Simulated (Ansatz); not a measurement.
# Cl3H5OSiZr: the cost of one run

Method: RKS PBE-D4/def2-SVP, in Ansatz 0.2.0.

1 further run of the same task is left out (it didn't finish).

## (1) The structure to begin with

Bond lengths: Zr1–O2 2.420 Å, O2–H3 1.010 Å, Zr1–Cl4 2.520 Å, Zr1–Cl5 2.518 Å, Zr1–Cl6 2.518 Å, Zr1–Si7 2.910 Å, Si7–H8 1.460 Å, Si7–H9 1.460 Å, Si7–H10 1.460 Å. Angles (14 of 17 angles, heavy atoms first): O2–Zr1–Cl4 109.5°, O2–Zr1–Cl5 109.5°, O2–Zr1–Cl6 109.5°, O2–Zr1–Si7 71.6°, Cl4–Zr1–Cl5 109.5°, Cl4–Zr1–Cl6 109.5°, Cl4–Zr1–Si7 67.2°, Cl5–Zr1–Cl6 109.5°, Cl5–Zr1–Si7 176.6°, Cl6–Zr1–Si7 72.8°, Zr1–O2–H3 109.5°, Zr1–Si7–H8 109.5°, Zr1–Si7–H9 109.5°, Zr1–Si7–H10 109.5°.

Coordinates:

```xyz
11

Zr    0.0000    0.0000    0.0000
O     0.0000    0.0000    2.4200
H    -0.9095   -0.2814    2.7571
Cl    2.3764    0.0000   -0.8392
Cl   -1.1869    2.0563   -0.8392
Cl   -1.1869   -2.0563   -0.8392
Si    1.5188   -2.3064    0.9176
H     0.7001   -3.5090    0.7954
H     2.7220   -2.4528    0.1037
H     1.8974   -2.1161    2.3147
H     0.7523   -1.1424    2.1872
```

## (2) Pulling towards end A

Springs on the bonds that form and break draw the guess towards this end; the thresholds are loose.

File input.yaml:

```yaml
crystal:
  periodic: [false, false, false]
  atoms:
    - { symbol: Zr, position_ang: [0.0, 0.0, 0.0] }
    - { symbol: O, position_ang: [0.0, 0.0, 2.42] }
    - { symbol: H, position_ang: [-0.9095, -0.2814, 2.7571] }
    - { symbol: Cl, position_ang: [2.3764, 0.0, -0.8392] }
    - { symbol: Cl, position_ang: [-1.1869, 2.0563, -0.8392] }
    - { symbol: Cl, position_ang: [-1.1869, -2.0563, -0.8392] }
    - { symbol: Si, position_ang: [1.5188, -2.3064, 0.9176] }
    - { symbol: H, position_ang: [0.7001, -3.509, 0.7954] }
    - { symbol: H, position_ang: [2.722, -2.4528, 0.1037] }
    - { symbol: H, position_ang: [1.8974, -2.1161, 2.3147] }
    - { symbol: H, position_ang: [0.7523, -1.1424, 2.1872] }
basis:
  gaussian: { orbitals: def2-SVP }
hamiltonian:
  xc: pbe
  dispersion: d4
relax:
  f_tol: 0.15
  max_steps: 25
  restrain:
    - { distance: [0, 6], at: 3.81, k: 30.0 }
    - { distance: [10, 1], at: 2.21, k: 30.0 }
    - { distance: [0, 1], at: 2.07, k: 30.0 }
    - { distance: [10, 6], at: 1.46, k: 30.0 }
```

Launch:

```
> ansatz run input.yaml --threads 4 --pin off --max-ram 5120MiB --backend cpu --events-out ev --progress --plain --runs-dir out
```

**Question.** How long does this run take on 4 threads of Arm Neoverse V2, shared host, and how much memory does it need?

About 29 s, with a peak of 0.23 GiB.
